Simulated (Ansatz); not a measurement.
**C2H7B2Cl: up Jacob's ladder to CCSD(T)**

How much do the methods differ for C2H7B2Cl? The plan is to run it at one geometry with functionals of several rungs and with coupled cluster. The yardstick is the atomisation energy at the CCSD(T) limit.

Computed with Ansatz 0.2.0, Gaussian basis. Level: functionals in def2-TZVPP, the program's frozen cores in correlated methods.

The runs, in order: PBE-D4, r2SCAN-D4, PBE0-D4, B3LYP-D4, ωB97X-V, ωB97M-V, B2PLYP; CCSD(T)/def2-TZVPP; MP2/def2-QZVPP; extrapolation to the limit.

## Step 1: The relaxed structure

An earlier PBE0-D4 in a triple-zeta def2 set relaxation fixed the geometry.

SMILES `BBCCCl`, 12 atoms, charge 0, spin multiplicity 1.

Atoms are counted from 1 here; the program's logs count them from 0.

Bond lengths: B1–B2 1.638 Å, B1–H6 1.200 Å, B1–H7 1.200 Å, B2–C3 1.566 Å, B2–H8 1.208 Å, C3–C4 1.509 Å, C3–H9 1.099 Å, C3–H10 1.099 Å, C4–Cl5 1.790 Å, C4–H11 1.090 Å, C4–H12 1.090 Å. Angles: B2–B1–H6 122.1°, B2–B1–H7 122.1°, H6–B1–H7 115.7°, B1–B2–C3 130.1°, B1–B2–H8 114.7°, C3–B2–H8 115.2°, B2–C3–C4 116.0°, B2–C3–H9 107.7°, B2–C3–H10 107.6°, C4–C3–H9 110.5°, C4–C3–H10 110.5°, H9–C3–H10 103.8°, C3–C4–Cl5 112.3°, C3–C4–H11 111.6°, C3–C4–H12 111.6°, Cl5–C4–H11 106.1°, Cl5–C4–H12 106.1°, H11–C4–H12 108.7°.

## Step 2: PBE-D4 (GGA)

Input file in.yaml:

```yaml
crystal:
  periodic: [false, false, false]
  atoms:
    - {symbol: B, position_ang: [-0.786082, 1.805177, 0.487665]}
    - {symbol: B, position_ang: [-0.679550, 0.231821, 0.929769]}
    - {symbol: C, position_ang: [0.083789, -0.955521, 0.252525]}
    - {symbol: C, position_ang: [0.843596, -0.619807, -1.007232]}
    - {symbol: Cl, position_ang: [1.680779, -2.044049, -1.697053]}
    - {symbol: H, position_ang: [-0.021993, 2.636048, 0.896031]}
    - {symbol: H, position_ang: [-1.670044, 2.211768, -0.215430]}
    - {symbol: H, position_ang: [-1.285424, -0.052310, 1.935796]}
    - {symbol: H, position_ang: [-0.644180, -1.755823, 0.061007]}
    - {symbol: H, position_ang: [0.758076, -1.389105, 1.004025]}
    - {symbol: H, position_ang: [0.181048, -0.249758, -1.789727]}
    - {symbol: H, position_ang: [1.616785, 0.126261, -0.823476]}
basis:
  gaussian: {orbitals: def2-TZVPP}
hamiltonian: {xc: pbe, dispersion: d4}
output: {forces: true, orbitals: {seedname: orbitals}}
```

Started as:

```sh
> ansatz run in.yaml --threads 4 --pin off --events-out ev --progress --plain --max-ram 10444MiB
```

After this run come: r2SCAN-D4 (meta-GGA); PBE0-D4 (hybrid); B3LYP-D4 (hybrid); ωB97X-V (range-separated); ωB97M-V (range-separated); B2PLYP (double hybrid); CCSD(T) in def2-TZVPP; MP2 in def2-QZVPP.

Q: Predict the results of all the runs planned. Wanted: atomisation energy, CCSD(T)/CBS; farthest; mean size of error, hybrid; mean size of error, range-separated; gap, smallest and largest; T1 diagnostic; triples share of the correlation energy.

**Answer**, as computed:

| quantity | value |
| --- | --- |
| atomisation energy, CCSD(T)/CBS | 4292.4 kJ/mol |
| functionals within 21.5 kJ/mol (0.5 %) | B2PLYP |
| farthest | PBE-D4 (+107.5 kJ/mol) |
| mean size of error, hybrid | 51.6 kJ/mol |
| mean size of error, range-separated | 40.4 kJ/mol |
| gap, smallest and largest | 4.08 eV (PBE-D4), 11.08 eV (ωB97X-V) |
| T1 diagnostic | 0.0108 |
| triples share of the correlation energy | 3.8 % |

PBE-D4 misses by +107.5 kJ/mol. Double hybrids carry the basis error of their MP2 part in triple zeta, and no dispersion term here, so their miss is partly the set-up's. Misses under about 21.5 kJ/mol are within the doubt on the reference itself, which lacks core-valence correlation, relativity and higher excitations. Hartree-Fock recovers 78 % of the binding; the rest is correlation. The gap grows from 4.1 to 11.1 eV across the functionals, mostly with the share of exact exchange.
